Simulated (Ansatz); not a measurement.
What does this script print? It uses Ansatz's Python interface.

`adiabatic.py`:
```python
# -*- coding: utf-8 -*-
import itertools

import ansatz as az
from ase.data import atomic_numbers, covalent_radii
import numpy as np

BASIS = "def2-SVP"
XC = "PBE0"
VDW = "d4"
NET_CHARGE = 1

geometry_ang = [
    ("Cd", (0.0, 0.0, 0.0)),
    ("Cl", (0.0, 0.0, 2.37)),
]
mol = az.Crystal.molecule()
for symbol, xyz in geometry_ang:
    mol = mol.atom(symbol, xyz)

job = mol.calculation()
job = job.basis(gaussian=BASIS)
job = job.functional(XC, dispersion=VDW)
job = job.spin("collinear", total=1)
symbols = [site.symbol for site in mol.cartesian_sites]
start = np.array([site.position_ang for site in mol.cartesian_sites], dtype=float)
report = job.relax(force_tolerance=0.01, max_steps=100).run().report
end = np.array(report["positions_ang"])

minimum = az.Crystal.molecule()
for symbol, place in zip(symbols, end):
    minimum = minimum.atom(symbol, place.tolist())
ion = (
    minimum.calculation()
    .basis(gaussian=BASIS)
    .functional(XC, dispersion=VDW)
    .charge(NET_CHARGE)
)
vertical = ion.run().report
settled = ion.relax(force_tolerance=0.01, max_steps=80).run().report
print(f"vertical ionisation energy   {vertical['free_energy_ev'] - report['free_energy_ev']:.3f} eV")
print(f"adiabatic, no zero point     {settled['free_energy_ev'] - report['free_energy_ev']:.3f} eV")
print(f"relaxation energy of the ion {vertical['free_energy_ev'] - settled['free_energy_ev']:.3f} eV")
ionised = np.array(settled["positions_ang"])
radius = [covalent_radii[atomic_numbers[s]] for s in symbols]
span = lambda where, i, j: np.linalg.norm(where[i] - where[j])
bonded = [(i, j) for i, j in itertools.combinations(range(len(symbols)), 2) if min(span(end, i, j), span(ionised, i, j)) < 1.2 * (radius[i] + radius[j])]
print("pair        before    after (A)")
for i, j in bonded:
    print(f"{symbols[i]}{i}-{symbols[j]}{j}".ljust(10), f"{span(end, i, j):8.4f} {span(ionised, i, j):8.4f}")
```

Running `python adiabatic.py` prints:
```text
vertical ionisation energy   8.728 eV
adiabatic, no zero point     8.655 eV
relaxation energy of the ion 0.073 eV
pair        before    after (A)
Cd0-Cl1      2.3678   2.2624
```

Notes:
- The energies are electronic: no zero-point or thermal terms, and the basis set is short of its limit. The product may relax into another structure. Each relaxation finds its nearest minimum, which needn't be the lowest.
- def2 sets replace the cores of elements past krypton by effective core potentials.
- The run takes the species as open-shell (spin multiplicity 2), which needn't be its ground state.
- Only the spin states typed were run; another state of an ion can lie lower, by up to an eV or two.
- The spin state was assumed, and another may lie lower.
- The whole script took 9.3 s on 1 thread of AMD EPYC 9B14 (Zen 4), on a shared host, peak memory 0.21 GiB.
